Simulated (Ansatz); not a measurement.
# AlBClH4N: up Jacob's ladder to CCSD(T)

One table from this session's results is given with a row withheld; the runs are named, their logs left out.

Program: Ansatz 0.2.0, Gaussian basis. Level of theory: functionals in def2-TZVPP, the program's frozen cores in correlated methods. These are calculated values, not measurements.

The runs, in order: LDA (SPW92), PBE-D4, revPBE-D4, BLYP-D4, r2SCAN-D4, B97M-V, PBE0-D4, B3LYP-D4, r2SCANh-D4, r2SCAN0-D4, HSE06-D4, BHLYP-D4, CAM-B3LYP-D4, LC-ωPBE, ωB97X-V, ωB97M-V, B2PLYP, PBE-QIDH; CCSD(T)/def2-SVP; CCSD(T)/def2-TZVPP; MP2/def2-QZVPP; extrapolation to the limit; RPA on PBE.

### Structure used throughout

The geometry comes from an earlier relaxation with PBE0-D4 in a triple-zeta def2 set; it is a stationary point, not always the lowest conformer.

SMILES `B[NH][AlH][Cl]`, 8 atoms, charge 0, spin multiplicity 1.

Atoms are counted from 1 here; the program's logs count them from 0.

Bond lengths: B1–N2 1.373 Å, B1–H5 1.256 Å, B1–H6 1.191 Å, N2–Al3 1.811 Å, N2–H7 1.005 Å, Al3–Cl4 2.102 Å, Al3–H8 1.568 Å. Angles: N2–B1–H5 111.6°, N2–B1–H6 131.8°, H5–B1–H6 116.6°, B1–N2–Al3 91.5°, B1–N2–H7 124.6°, Al3–N2–H7 143.6°, N2–Al3–Cl4 118.2°, N2–Al3–H8 122.3°, Cl4–Al3–H8 118.6°.

Set-up of the first run:

File in.yaml:

```yaml
crystal:
  periodic: [false, false, false]
  atoms:
    - {symbol: B, position_ang: [0.060622, 1.168278, -0.157648]}
    - {symbol: N, position_ang: [0.378801, 0.309780, 0.865605]}
    - {symbol: Al, position_ang: [-0.274886, -1.104796, -0.056417]}
    - {symbol: Cl, position_ang: [1.077274, -2.288309, -1.147566]}
    - {symbol: H, position_ang: [-0.530038, 0.573210, -1.092617]}
    - {symbol: H, position_ang: [0.247997, 2.335495, -0.302623]}
    - {symbol: H, position_ang: [0.873803, 0.573422, 1.699161]}
    - {symbol: H, position_ang: [-1.741373, -1.624181, 0.136306]}
basis:
  gaussian: {orbitals: def2-TZVPP}
hamiltonian: {xc: lda}
output: {orbitals: {seedname: orbitals}}
```

On the command line:

```
ansatz run in.yaml --threads 2 --pin off --events-out ev --progress --plain --max-ram 4352MiB
```

Among the steps run: LDA; PBE-D4 (GGA); revPBE-D4 (GGA); BLYP-D4 (GGA); r2SCAN-D4 (meta-GGA); B97M-V (meta-GGA); PBE0-D4 (hybrid); B3LYP-D4 (hybrid); r2SCANh-D4 (hybrid); r2SCAN0-D4 (hybrid); HSE06-D4 (hybrid); BHLYP-D4 (hybrid); CAM-B3LYP-D4 (range-separated); LC-ωPBE (range-separated); ωB97X-V (range-separated); ωB97M-V (range-separated); B2PLYP (double hybrid); PBE-QIDH (double hybrid).

One table of the session follows, with a row left open; its other results are not shown here.

It belongs to the step «Orbital energies across the functionals». 

| functional | HOMO (eV) | gap (eV) |
| --- | --- | --- |
| LDA (SPW92) | -7.49 | 5.59 |
| PBE-D4 | -7.38 | 5.75 |
| revPBE-D4 | -7.34 | 5.81 |
| BLYP-D4 | -7.24 | 5.76 |
| r2SCAN-D4 | -7.72 | 6.42 |
| B97M-V | ? | ? |
| PBE0-D4 | -8.74 | 8.08 |
| B3LYP-D4 | -8.49 | 7.62 |
| r2SCANh-D4 | -8.21 | 7.26 |
| r2SCAN0-D4 | -8.95 | 8.49 |
| HSE06-D4 | -8.33 | 7.29 |
| BHLYP-D4 | -9.97 | 10.28 |
| CAM-B3LYP-D4 | -10.12 | 10.53 |
| LC-ωPBE | -11.53 | 13.10 |
| ωB97X-V | -11.16 | 12.62 |
| ωB97M-V | -10.98 | 12.15 |

Estimate the missing values for B97M-V.

The run gave: HOMO (eV): -7.80; gap (eV): 6.44. In the column «HOMO (eV)» it lies between r2SCANh-D4 (-8.21) and r2SCAN-D4 (-7.72).
